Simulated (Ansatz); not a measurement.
# H: the cost of one run

Program: Ansatz 0.2.0. Level of theory: DFT PBE+D3(BJ), plane waves, PAW, scalar-relativistic, no spin polarisation. These are calculated values, not measurements.

### Step 1. The starting structure

The cell holds 12 atoms (H12): a = 5.828 Å, b = 5.828 Å, c = 5.828 Å, α = 90.00°, β = 90.00°, γ = 90.00°.

As a file:

```cif
data_structure
_symmetry_space_group_name_H-M 'P 1'
_symmetry_Int_Tables_number 1
_cell_length_a 5.8285
_cell_length_b 5.8285
_cell_length_c 5.8285
_cell_angle_alpha 90.000
_cell_angle_beta 90.000
_cell_angle_gamma 90.000
_cell_volume 198.00
loop_
_atom_site_label
_atom_site_type_symbol
_atom_site_fract_x
_atom_site_fract_y
_atom_site_fract_z
_atom_site_occupancy
H1 H 0.89237 0.38076 0.80662 1
H2 H 0.84136 0.27203 0.76696 1
H3 H 0.48511 0.60371 0.96004 1
H4 H 0.48264 0.71523 0.90043 1
H5 H 0.10532 0.00781 0.33499 1
H6 H 0.10582 0.90492 0.40855 1
H7 H 0.58693 0.46145 0.56862 1
H8 H 0.47567 0.48437 0.62421 1
H9 H 0.49674 0.88461 0.23048 1
H10 H 0.40262 0.87206 0.14694 1
H11 H 0.19231 0.69009 0.80147 1
H12 H 0.17907 0.63925 0.68642 1
```

### Step 2. Relaxing the start

File input.yaml:

```yaml
accuracy: low
crystal:
  lattice:
    - [5.828477, 0.0, 0.0]
    - [0.0, 5.828477, 0.0]
    - [0.0, 0.0, 5.828477]
  atoms:
    - { symbol: H, position: [0.8923695, 0.3807589, 0.8066212] }
    - { symbol: H, position: [0.8413577, 0.2720346, 0.7669582] }
    - { symbol: H, position: [0.4851064, 0.6037058, 0.9600381] }
    - { symbol: H, position: [0.4826353, 0.7152275, 0.9004299] }
    - { symbol: H, position: [0.1053232, 1.0078085, 0.334987] }
    - { symbol: H, position: [0.1058244, 0.904924, 0.4085456] }
    - { symbol: H, position: [0.586934, 0.4614511, 0.5686222] }
    - { symbol: H, position: [0.4756666, 0.4843717, 0.6242149] }
    - { symbol: H, position: [0.4967444, 0.8846129, 0.2304844] }
    - { symbol: H, position: [0.4026199, 0.8720595, 0.146942] }
    - { symbol: H, position: [0.1923128, 0.6900911, 0.8014676] }
    - { symbol: H, position: [0.179069, 0.6392526, 0.6864181] }
basis:
  ecutwfc: 420.0
kpoints:
  mp_grid: { grid: [1, 1, 1] }
hamiltonian:
  xc: pbe
  dispersion: d3bj
scf:
  occupations: { method: fermi_dirac, width: 0.02 }
  lower_state_search: "off"
relax:
  f_tol: 0.3
  max_steps: 15
  adjacent_minimum: "off"
```

On the command line:

```
ansatz run input.yaml --threads 1 --pin off --max-ram 3072MiB --backend cpu --events-out ev --progress --plain --runs-dir out
```

Q: Estimate wall time and peak memory on 1 thread of Arm Neoverse V1, shared host.

About 2.5 s, with a peak of 0.26 GiB.
